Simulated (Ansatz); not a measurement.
# triplet C3H9Ga at 6 levels

Wanted: a comparison of 6 runs (UHF/STO-3G, UHF/def2-SVP, U-revPBE/def2-SVP, UB2PLYP/def2-SVP, UPBE/def2-SVP, UPBE0/def2-SVP) of triplet C3H9Ga. 

Program for the calculation: Ansatz 0.2.0.

58 further runs of the same task are left out: 3 that didn't finish, 55 set aside as unsound or not needed.

## (1) Starting point

The species is C3H9Ga (13 atoms), meant as a triplet with charge 0. As SMILES of the parent species, `C[Ga](C)C`. The coordinates come from a PBE0-D4/def2-TZVP relaxation. That shape belongs to the parent species and isn't relaxed for this state.

Bond lengths: C1–Ga2 1.976 Å, Ga2–C3 1.976 Å, Ga2–C4 1.976 Å, C1–H5 1.092 Å, C1–H6 1.096 Å, C1–H7 1.092 Å, C3–H8 1.092 Å, C3–H9 1.092 Å, C3–H10 1.096 Å, C4–H11 1.092 Å, C4–H12 1.096 Å, C4–H13 1.092 Å. Some angles: C1–Ga2–C3 119.7°, C1–Ga2–C4 120.1°, C3–Ga2–C4 120.1°, Ga2–C1–H5 111.9°, Ga2–C1–H6 109.2°, Ga2–C1–H7 112.2°, Ga2–C3–H8 111.9°, Ga2–C3–H9 112.2°, Ga2–C3–H10 109.2°, Ga2–C4–H11 112.0°.

## (2) The energy at UHF/STO-3G (run 1)

File in.yaml:

```yaml
basis:
  gaussian: {orbitals: STO-3G}
crystal:
  periodic: [false, false, false]
  atoms:
    - symbol: C
      position_ang: [-0.386610, 1.662740, -0.990030]
    - symbol: Ga
      position_ang: [0.030950, -0.015220, -0.033330]
    - symbol: C
      position_ang: [1.404300, -0.017040, 1.387570]
    - symbol: C
      position_ang: [-0.984810, -1.662120, -0.433110]
    - symbol: H
      position_ang: [0.495980, 2.295540, -1.105570]
    - symbol: H
      position_ang: [-1.118900, 2.235600, -0.410630]
    - symbol: H
      position_ang: [-0.822360, 1.479540, -1.974110]
    - symbol: H
      position_ang: [2.207150, 0.693340, 1.179140]
    - symbol: H
      position_ang: [1.838150, -1.007150, 1.540450]
    - symbol: H
      position_ang: [0.944020, 0.286540, 2.334210]
    - symbol: H
      position_ang: [-1.317660, -1.695390, -1.472580]
    - symbol: H
      position_ang: [-1.882270, -1.692900, 0.194460]
    - symbol: H
      position_ang: [-0.407960, -2.563490, -0.216480]
magnetization: {spin_polarized: true, initial_magnetization: 2}
hamiltonian: {xc: hf}
accuracy: high
output: {orbitals: {seedname: orbitals}}
```

The run is started by

```console
$ ansatz run in.yaml --threads 1 --pin off --max-ram 3480MiB --events-out events.jsonl --progress --plain --runs-dir runs
```

Log:

```text
Warning: RAYON_NUM_THREADS=1 ignored (pool sized by the plan → 1); use --threads N
Functional definition: HF
  name "HF"
  exchange = exact_x
  correlation = 0
787 factors; integrals over basis functions are off by at most 3.1e-9 eV
mean field evaluation 1: about -54921.0369 eV, gradient 1.8e1 eV
mean field evaluation 2: about -54921.2158 eV, gradient 1.8e1 eV
mean field evaluation 4: about -54924.5225 eV, gradient 2.5e0 eV
mean field evaluation 8: about -54924.6594 eV, gradient 8.5e-2 eV
mean field evaluation 16: about -54924.6562 eV, gradient 6.7e-3 eV
mean field evaluation 32: about -54924.6740 eV, gradient 7.2e-3 eV
mean field evaluation 64: about -54924.6740 eV, gradient 6.0e-2 eV
mean field evaluation 96: about -54924.6740 eV, gradient 2.2e-5 eV
mean field evaluation 128: about -54924.6646 eV, gradient 2.0e-1 eV
mean field evaluation 160: about -54924.6553 eV, gradient 1.2e-2 eV
mean field evaluation 192: about -54924.6740 eV, gradient 4.0e-3 eV
mean field evaluation 224: about -54923.7534 eV, gradient 5.9e0 eV
mean field evaluation 256: about -54913.7696 eV, gradient 1.1e1 eV
mean field -54924.67404633 eV, -2018.4445419214 hartree, gradient 5.6e-8 eV, S^2 2.024244; 9 other end points of the search recorded, 0 dependent functions left out
reference -54924.67404633 eV, -2018.4445419214 hartree; 30, 28 occupied and 12, 14 virtual orbitals, 787 factors
Total energy: -54924.67404633 eV, -2018.4445419214 hartree
```

Wall time 27 s (1 thread of Intel Xeon Platinum 8259CL at 2.50GHz (Skylake/Cascade Lake), shared host); peak memory 0.2 GiB.

## (3) A single-point energy at UHF/def2-SVP (run 2)

Edit in.yaml of step 2 so:

```diff
@@ -1,3 +1 @@
-basis:
-  gaussian: {orbitals: STO-3G}
 crystal:
@@ -31,4 +29,10 @@
       position_ang: [-0.407960, -2.563490, -0.216480]
-magnetization: {spin_polarized: true, initial_magnetization: 2}
-hamiltonian: {xc: hf}
+basis:
+  gaussian:
+    orbitals: def2-SVP
+magnetization:
+  spin_polarized: true
+  initial_magnetization: 2
+hamiltonian:
+  xc: hf
 accuracy: high
```

The run is started by

```console
$ ansatz run in.yaml --threads 1 --pin off --max-ram 3480MiB --events-out events.jsonl --progress --plain --runs-dir runs
```

Log (excerpt; [...] marks lines left out):

```text
Warning: RAYON_NUM_THREADS=1 ignored (pool sized by the plan → 1); use --threads N
[... 2 set-up lines as earlier in the session ...]
[...]
2831 factors; integrals over basis functions are off by at most 1.0e-8 eV
[...]
mean field -55553.79212095 eV, -2041.5642047322 hartree, gradient 6.5e-8 eV, S^2 2.009923; 6 other end points of the search recorded, 0 dependent functions left out
reference -55553.79212095 eV, -2041.5642047322 hartree; 30, 28 occupied and 89, 91 virtual orbitals, 2831 factors
Total energy: -55553.79212095 eV, -2041.5642047322 hartree
```

Run time: 1.7 min. Hardware: 1 thread of Intel Xeon Platinum 8259CL at 2.50GHz (Skylake/Cascade Lake), shared host; peak memory 0.6 GiB.

Runs 3 to 5 aren't shown in full; the table further down has their settings and results.

## (4) The energy at UPBE0/def2-SVP (run 6)

File molecule.yaml:

```yaml
basis:
  gaussian: {orbitals: def2-SVP}
crystal:
  periodic: [false, false, false]
  atoms:
    - {symbol: C, position_ang: [-0.386610, 1.662740, -0.990030]}
    - {symbol: Ga, position_ang: [0.030950, -0.015220, -0.033330]}
    - {symbol: C, position_ang: [1.404300, -0.017040, 1.387570]}
    - {symbol: C, position_ang: [-0.984810, -1.662120, -0.433110]}
    - {symbol: H, position_ang: [0.495980, 2.295540, -1.105570]}
    - {symbol: H, position_ang: [-1.118900, 2.235600, -0.410630]}
    - {symbol: H, position_ang: [-0.822360, 1.479540, -1.974110]}
    - {symbol: H, position_ang: [2.207150, 0.693340, 1.179140]}
    - {symbol: H, position_ang: [1.838150, -1.007150, 1.540450]}
    - {symbol: H, position_ang: [0.944020, 0.286540, 2.334210]}
    - {symbol: H, position_ang: [-1.317660, -1.695390, -1.472580]}
    - {symbol: H, position_ang: [-1.882270, -1.692900, 0.194460]}
    - {symbol: H, position_ang: [-0.407960, -2.563490, -0.216480]}
magnetization: {spin_polarized: true, initial_magnetization: 2}
hamiltonian: {xc: {name: PBE0}}
accuracy: high
output: {orbitals: {seedname: orbitals}}
```

The run is started by

```console
$ ansatz run molecule.yaml --threads 1 --pin off --max-ram 3480MiB --events-out events.jsonl --progress --plain --runs-dir runs
```

Log:

```text
Warning: RAYON_NUM_THREADS=1 ignored (pool sized by the plan → 1); use --threads N
Functional definition: PBE0
  name "PBE0"
  parameter a = 0.25
  parameter kappa = 0.804
  parameter beta = 0.06672455060314922
  exchange = (1 - a)*pbe_x(kappa = kappa, mu = beta*pi^2/3) + a*exact_x
  correlation = pbe_c(beta = beta)
2831 factors; integrals over basis functions are off by at most 1.0e-8 eV
mean field evaluation 1: about -55600.2239 eV, gradient 4.6e1 eV
mean field evaluation 2: about -55595.6194 eV, gradient 5.3e1 eV
mean field evaluation 4: about -55610.6345 eV, gradient 4.8e0 eV
mean field evaluation 8: about -55610.9938 eV, gradient 9.3e-1 eV
mean field evaluation 16: about -55611.0064 eV, gradient 8.0e-2 eV
mean field evaluation 32: about -55611.0031 eV, gradient 3.3e-1 eV
mean field evaluation 64: about -55611.0064 eV, gradient 1.8e-1 eV
mean field -55611.01042894 eV, -2043.6669387667 hartree, gradient 4.4e-8 eV, S^2 2.003935; 6 other end points of the search recorded, 0 dependent functions left out
reference -55611.01043219 eV, -2043.6669388861 hartree; 30, 28 occupied and 89, 91 virtual orbitals, 2831 factors
Total energy: -55611.01043219 eV, -2043.6669388861 hartree
```

Wall time 2.5 min (1 thread of Intel Xeon Platinum 8259CL at 2.50GHz (Skylake/Cascade Lake), shared host); peak memory 0.73 GiB.

## (5) All runs side by side

```tsv
run	level	frozen core orbitals	energy (Eh)	HOMO energy (eV)	⟨S²⟩	wall time
1	UHF/STO-3G	–	-2018.444542	-5.24	2.024	27 s
2	UHF/def2-SVP	–	-2041.564205	-4.19	2.010	1.7 min
3	U-revPBE/def2-SVP	–	-2043.900658	-1.64	2.003	1.9 min
4	UB2PLYP/def2-SVP	12	-2043.538921	-2.93	2.024	2.4 min
5	UPBE/def2-SVP	–	-2043.604279	-1.66	2.002	96 s
6	UPBE0/def2-SVP	–	-2043.666939	-2.44	2.004	2.5 min
```

## (6) Summary of results

| quantity | value |
| --- | --- |
| run 6: total energy | -2043.66694 Eh |
| run 6: HOMO energy (highest over α and β) | -2.44 eV |
| run 6: ⟨S²⟩ | 2.004 |

What this shows: Totals of different functionals can't be ranked against each other. In run 1 the basis is minimal, so the values are rough. All runs together took 11 min, the longest 2.5 min.
